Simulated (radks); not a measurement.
**The first electron to leave Hf⁴⁺**

Aim: remove one electron from each of the outer sub-shells of Hf⁴⁺ ([Xe] 4f14) in turn, let the ion relax, and find the cheapest removal. The parent's configuration is the lowest that an earlier search found at this level.

Method: scalar-relativistic Kohn-Sham, r2SCAN, spin-polarised, spherical densities, finite nucleus; open shells are filled with parallel spins first. Code: radks (a radial shooting solver on a logarithmic mesh, Libxc functionals) version 1.

3 further runs of the same task are left out: 3 set aside as unsound or not needed.

**1. Starting point**

* element: hafnium (Z = 72)
* charge: +4
* electrons: 68
* configuration: [Xe] 4f14
* nuclear rms radius: 5.347 fm

The outer shells:

Hf⁴⁺
```
[Xe] core
4f [↑↓][↑↓][↑↓][↑↓][↑↓][↑↓][↑↓]
```

**2. The parent, Hf⁴⁺**

The parent was computed earlier with the same settings: E = -15074.970407 hartree. Its outer levels (eV):

| level | occupation | energy (eV) |
| --- | --- | --- |
| 3p | 6 | -2192.2 |
| 3d | 10 | -1705.3 |
| 4s | 2 | -562.52 |
| 4p | 6 | -427.21 |
| 4d | 10 | -251.43 |
| 5s | 2 | -109.59 |
| 5p | 6 | -76.764 |
| 4f | 14 | -58.042 |

**3. Remove 4f: [Xe] 4f13**

The run's settings:

```text
Z 72
configuration [Xe] 4f13
relativity scalar-relativistic
functional r2scan,r2scan
spin polarised
nucleus finite rms 5.347 fm
c 137.035999084
```

**4. Remove 5p: [Kr] 4d10 4f14 5s2 5p5**

Input: that of step 3 with these lines changed.

```diff
@@ -1,3 +1,3 @@
 Z 72
-configuration [Xe] 4f13
+configuration [Kr] 4d10 4f14 5s2 5p5
 relativity scalar-relativistic
```

**5. Remove 5s: [Kr] 4d10 4f14 5s1 5p6**

The run's settings:

```text
Z 72
configuration [Kr] 4d10 4f14 5s1 5p6
relativity scalar-relativistic
functional r2scan,r2scan
spin polarised
nucleus finite rms 5.347 fm
c 137.035999084
```

**6. Remove 4d: [Kr] 4d9 4f14 5s2 5p6**

The run's settings:

```text
Z 72
configuration [Kr] 4d9 4f14 5s2 5p6
relativity scalar-relativistic
functional r2scan,r2scan
spin polarised
nucleus finite rms 5.347 fm
c 137.035999084
```

**7. Ion rearranged (move 4f to 6s after a removal): [Xe] 4f12 6s1**

The run's settings:

```text
Z 72
configuration [Xe] 4f12 6s1
relativity scalar-relativistic
functional r2scan,r2scan
spin polarised
nucleus finite rms 5.347 fm
c 137.035999084
```

**8. Ion rearranged (move 4f to 6p after a removal): [Xe] 4f12 6p1**

Input: that of step 7 with these lines changed.

```diff
@@ -1,3 +1,3 @@
 Z 72
-configuration [Xe] 4f12 6s1
+configuration [Xe] 4f12 6p1
 relativity scalar-relativistic
```

**9. Ion rearranged (move 4f to 5d after a removal): [Xe] 4f12 5d1**

Input: that of step 8 with these lines changed.

```diff
@@ -1,3 +1,3 @@
 Z 72
-configuration [Xe] 4f12 6p1
+configuration [Xe] 4f12 5d1
 relativity scalar-relativistic
```

Before running it: what results should come out? Wanted: for each run, case; final configuration; Δ-SCF; −ε of the level emptied.

As calculated:

| case | final configuration | Δ-SCF (eV) | −ε of the level emptied (eV) |
| --- | --- | --- | --- |
| remove 4f | [Xe] 4f13 | 69.595 | 58.042 |
| remove 5p | [Kr] 4d10 4f14 5s2 5p5 | 84.381 | 76.764 |
| ion rearranged (move 4f to 5d after a removal) | [Xe] 4f12 5d1 | 100.32 | - |
| ion rearranged (move 4f to 6s after a removal) | [Xe] 4f12 6s1 | 109.82 | - |
| remove 5s | [Kr] 4d10 4f14 5s1 5p6 | 117.91 | 109.59 |
| ion rearranged (move 4f to 6p after a removal) | [Xe] 4f12 6p1 | 119.45 | - |
| remove 4d | [Kr] 4d9 4f14 5s2 5p6 | 263.77 | 251.43 |

What this shows: The 4f electron leaves first, at 69.595 eV; the next cheapest, 5p, costs 84.381 eV. 4f is also the highest occupied level of the parent. NIST lists 68.37 eV (semi-empirical), between the same two configurations. Open shells are spherical and high-spin; term and fine-structure splittings are not resolved. Spin-orbit splitting is averaged out at the scalar-relativistic level.
